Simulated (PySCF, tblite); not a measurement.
# C₇H₁₅NO: geometry, infrared bands and NMR shifts

Aim: predict the infrared bands and NMR shifts of C₇H₁₅NO (`C=C[C@@H](OC)[C@@H](C)CN`).

Computed with tblite 0.8.0 and PySCF 2.14.0, with density-fitted response routines of our own, on a single molecule in the gas phase. Atoms are numbered from 0 throughout.

**1. Starting geometry**

24 atoms, charge 0, multiplicity 1; geometry from: force field or distance geometry start.

Bonds of the start (Å): C0–C1 1.32, C1–C2 1.52, C2–O3 1.42, O3–C4 1.43, C2–C5 1.54, C5–C6 1.54, C5–C7 1.56, C7–N8 1.46, C0–H9 1.09, C0–H10 1.09, C1–H11 1.09, C2–H12 1.11, C4–H13 1.09, C4–H14 1.08, C4–H15 1.10, C5–H16 1.10, C6–H17 1.09, C6–H18 1.09, C6–H19 1.08, C7–H20 1.10, C7–H21 1.09, N8–H22 1.01, N8–H23 1.01.

**2. Relaxing the molecule with GFN2-xTB**

The job: settings as JSON, then the geometry in Å.

```
{"job": {"kind": "relax", "xc": "GFN2-xTB", "basis": "xTB"}, "charge": 0, "multiplicity": 1}
C     -2.621200     0.225800    -1.365700
C     -1.639300    -0.531200    -0.904700
C     -0.602900    -0.091500     0.123000
O     -0.675800    -0.997100     1.213200
C     -1.712200    -0.695000     2.153200
C      0.824900    -0.121000    -0.457300
C      0.977200     0.829100    -1.659800
C      1.848500     0.237900     0.661300
N      3.234400     0.161500     0.196100
H     -2.769500     1.254100    -1.035000
H     -3.335500    -0.166400    -2.094700
H     -1.545000    -1.563400    -1.247500
H     -0.831400     0.931000     0.484000
H     -2.690100    -0.749300     1.667400
H     -1.681200    -1.419800     2.956500
H     -1.556700     0.301700     2.588200
H      1.052200    -1.140200    -0.787400
H      0.756200     1.855000    -1.370500
H      1.989900     0.799500    -2.061800
H      0.305300     0.549500    -2.464100
H      1.732700    -0.447100     1.508100
H      1.647300     1.247300     1.033100
H      3.434600    -0.775400    -0.111700
H      3.845700     0.324800     0.983800
```

The run is started by

```sh
$ OMP_NUM_THREADS=1 python probes_run.py task.json out
```

This one command runs all jobs of the session in turn.

**Question.** This job is followed by: GFN2-xTB harmonic vibrations, gas phase; GIAO PBE0/pcSseg-1 NMR shielding, non-relativistic, gas phase. Predict these results of the whole session: strongest single infrared mode (GFN2-xTB); zero-point energy (GFN2-xTB); 13C shifts against TMS (PBE0/pcSseg-1); 1H shifts against TMS (PBE0/pcSseg-1, means over atoms taken as alike); 17O shifts against H2O (PBE0/pcSseg-1); 15N shifts against NH3 (PBE0/pcSseg-1).

The runs gave:

| quantity | value |
| --- | --- |
| strongest single infrared mode (GFN2-xTB) | 1100 cm⁻¹, 95 km/mol |
| zero-point energy (GFN2-xTB) | 131.8 kcal/mol |
| 13C shifts against TMS (PBE0/pcSseg-1) | 150.0, 126.1, 93.6, 58.4, 49.6, 44.8, 16.9 ppm |
| 1H shifts against TMS (PBE0/pcSseg-1, means over atoms taken as alike) | 5.86, 5.60, 5.51, 3.89, 3.42, 2.87, 2.01, 1.18, 1.10, 0.29 ppm |
| 17O shifts against H2O (PBE0/pcSseg-1) | 47.1 ppm |
| 15N shifts against NH3 (PBE0/pcSseg-1) | 35.2 ppm |

What this shows: The optimisation took 97 steps and gained 0.134 eV; among the close pairs (by a distance rule), O3–C4 changed most, from 1.431 to 1.403 Å. All 66 modes are real, so the xTB geometry is a minimum. The strongest single mode, at 1100 cm⁻¹, moves mainly O3 and C4. Unscaled tight-binding wavenumbers are off by several per cent, some by more. Its intensities can rank the bands wrongly. The most deshielded carbon is C1 (alkene CH), at 150.0 ppm: the olefinic region. The most deshielded hydrogen is H11 (hydrogen on an alkene CH), at 5.86 ppm: a vinylic proton, deshielded by the sp2 carbon and the C=C anisotropy.
